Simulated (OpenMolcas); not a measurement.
# Au⁺: CASSCF and CASPT2 terms and fine-structure levels

Aim: the low terms and levels of Au⁺, with their order and spacing, then second-order correlation under several settings.

Method: state-averaged CASSCF and CASPT2, spin-orbit coupling by RASSI with atomic mean-field integrals. Code: OpenMolcas 26.06.

## Step 1: The atom as given

| Property | Result |
| --- | --- |
| Species | Au⁺ (gold, Z = 79, 78 electrons) |
| Basis | ANO-RCC-VTZP [8s7p5d3f1g], 84 functions |
| Scalar Hamiltonian | DKH2, point nucleus |
| Inactive shells | 1s 2s 2p 3s 3p 3d 4s 4p 4d 4f 5s 5p |
| Active space | 10 electrons in 6 orbitals (5d 6s) |
| Some configurations of this space | 5d8 6s2, 5d9 6s, 5d10 |
| Orbitals | optimised for the ground-state spin in each parity, averaged over the low roots |

The outer shells:

5d8 6s2
```
5d [↑↓][↑↓][↑↓][↑ ][↑ ]
6s [↑↓]
```

5d9 6s
```
5d [↑↓][↑↓][↑↓][↑↓][↑ ]
6s [↑ ]
```

5d10
```
5d [↑↓][↑↓][↑↓][↑↓][↑↓]
```

Each step is its own input file, run in one work folder so that later steps find the files of earlier ones. Labels, J, g values, rates, χT and fits are worked out afterwards by a script from the matrices that RASSI stores.

## Step 2: GATEWAY and SEWARD: basis and integrals

File a.inp:

```
&GATEWAY
Coord
1

Au 0.0 0.0 0.0
Basis=ANO-RCC-VTZP
Group=XYZ
NoMove
AngMom=0.0 0.0 0.0
AMFI
&SEWARD
```

Launch:

```sh
> OMP_NUM_THREADS=1 MOLCAS_MEM=1689 MOLCAS_PROJECT=a pymolcas a.inp > a.log
```

## Step 3: CASSCF: singlets of even parity, 6 roots

File a.inp:

```
&RASSCF
FileOrb=start.orb
Symmetry=1
Spin=1
nActEl=10 0 0
Inactive=15 19
Ras2=6 0
CIRoot=6 6 1
SDav=21
CIMx=300
Iter=120 100
PrWF=0.3
OrbListing=Nothing
MaxOrb=0
Atom
>>> COPY $Project.JobIph JOB001
```

start.orb holds the contracted functions of the basis, ordered by shell, or the orbitals of the step before.

## Step 4: Reference wave functions, triplets of even parity, 15 roots

File a.inp:

```
&RASSCF
FileOrb=start.orb
Symmetry=1
Spin=3
nActEl=10 0 0
Inactive=15 19
Ras2=6 0
CIRoot=15 15 1
SDav=15
CIMx=300
Iter=120 100
PrWF=0.3
OrbListing=Nothing
MaxOrb=0
Atom
CIOnly
>>> COPY $Project.JobIph JOB002
```

## Step 5: State interaction with spin-orbit coupling

File a.inp:

```
&RASSI
NrOfJobIphs=2 6 5
1 2 3 4 5 6
1 2 3 4 5
IphNames
JOB001
JOB002
EJob
SpinOrbit
DIPRint=1.0
SOCoupling=1000.0
Subsets=2
MEES
Property=10
'ANGMOM' 1 'ANGMOM' 2 'ANGMOM' 3 'MLTPL  1' 1 'MLTPL  1' 2 'MLTPL  1' 3
'AMFI' 1 'AMFI' 2 'AMFI' 3 'MLTPL  2' 6
SOProperty=3
'ANGMOM' 1 'ANGMOM' 2 'ANGMOM' 3
```

## Step 6: CASPT2: IPEA 0.25, imaginary shift 0.1 (closed shells correlated: 5s 5p)

File a.inp:

```
>>> COPY JOB001 $Project.JobIph
&CASPT2
Multistate=6 1 2 3 4 5 6
Frozen=14 16
IPEA=0.25
Imaginary=0.1
MaxIter=60
WThr=0.0 0.3 0.05
PrWF=0.5
NoMix
>>> COPY JOB002 $Project.JobIph
&CASPT2
Multistate=5 1 2 3 4 5
Frozen=14 16
IPEA=0.25
Imaginary=0.1
MaxIter=60
WThr=0.0 0.3 0.05
PrWF=0.5
NoMix
```

## Step 7: CASPT2: IPEA 0, imaginary shift 0.1 (closed shells correlated: 5s 5p)

Edit a.inp of step 6 so:

```diff
@@ -4,3 +4,3 @@
 Frozen=14 16
-IPEA=0.25
+IPEA=0.0
 Imaginary=0.1
@@ -14,3 +14,3 @@
 Frozen=14 16
-IPEA=0.25
+IPEA=0.0
 Imaginary=0.1
```

## Step 8: CASPT2: IPEA 0.25, imaginary shift 0.1 (closed shells correlated: 5s 5p), extended multistate

File a.inp:

```
>>> COPY JOB001 $Project.JobIph
&CASPT2
XMultistate=6 1 2 3 4 5 6
Frozen=14 16
IPEA=0.25
Imaginary=0.1
MaxIter=60
WThr=0.0 0.3 0.05
PrWF=0.5
NoMix
>>> COPY JOB002 $Project.JobIph
&CASPT2
XMultistate=5 1 2 3 4 5
Frozen=14 16
IPEA=0.25
Imaginary=0.1
MaxIter=60
WThr=0.0 0.3 0.05
PrWF=0.5
NoMix
```

## Step 9: CASPT2: IPEA 0.25, imaginary shift 0.1 (closed shells correlated: none)

Edit a.inp of step 8 so:

```diff
@@ -2,4 +2,4 @@
 &CASPT2
-XMultistate=6 1 2 3 4 5 6
-Frozen=14 16
+Multistate=6 1 2 3 4 5 6
+Frozen=15 19
 IPEA=0.25
@@ -12,4 +12,4 @@
 &CASPT2
-XMultistate=5 1 2 3 4 5
-Frozen=14 16
+Multistate=5 1 2 3 4 5
+Frozen=15 19
 IPEA=0.25
```

(Steps that only read results are left out.)

What does the calculation give? Wanted: lowest level; first excited level; strongest of the lines computed, by gA.

The runs gave:

| quantity | value |
| --- | --- |
| method | SS-CASPT2, IPEA 0.25, imaginary shift 0.1 (closed shells correlated: 5s 5p) |
| lowest level | 5d10 1S0, 100 % of that term |
| ground level listed by NIST | 1S0 |
| first excited level | 5d9 6s 3D3 at 12390 cm-1 |
| strongest of the lines computed, by gA (one parity, so forbidden lines), at SS-CASPT2 energies | 5d9 6s 1D2 → 5d9 6s 3D3, 689.6 nm, A = 3.28e+01 s⁻¹ |

Cost and accuracy by method:

| method | time of its own steps | time with the reference | mean absolute difference from the measured levels (cm-1) |
| --- | --- | --- | --- |
| A. CASSCF | 10 s | 10 s | 5200 |
| B. SS-CASPT2, IPEA 0.25, imaginary shift 0.1, +5s 5p | 2.5 s | 13 s | 2800 |
| C. SS-CASPT2, IPEA 0, imaginary shift 0.1, +5s 5p | 2.5 s | 13 s | 3900 |
| D. XMS-CASPT2, IPEA 0.25, imaginary shift 0.1, +5s 5p | 1.6 s | 12 s | 1600 |
| E. SS-CASPT2, IPEA 0.25, imaginary shift 0.1, +none | 1.7 s | 12 s | 520 |

Times are of one thread on a shared host.

**Reading.** Method E lies closest to the measured levels (520 cm⁻¹ on average) and A farthest (5200). Only the configurations of the active space and the roots asked for are present. The triplets rest on orbitals optimised for another spin in at least one step, which raises them against the optimised states. Not all states of the active space went into the spin-orbit step. Measured levels are paired by their LS label, which is uncertain where the leading share is low. CASPT2 does not keep the components of a term degenerate, and the means are used. Configurations with different d counts are hard to place against each other, and can be off by thousands to tens of thousands of cm-1. Levels of other configurations are missing from the list.
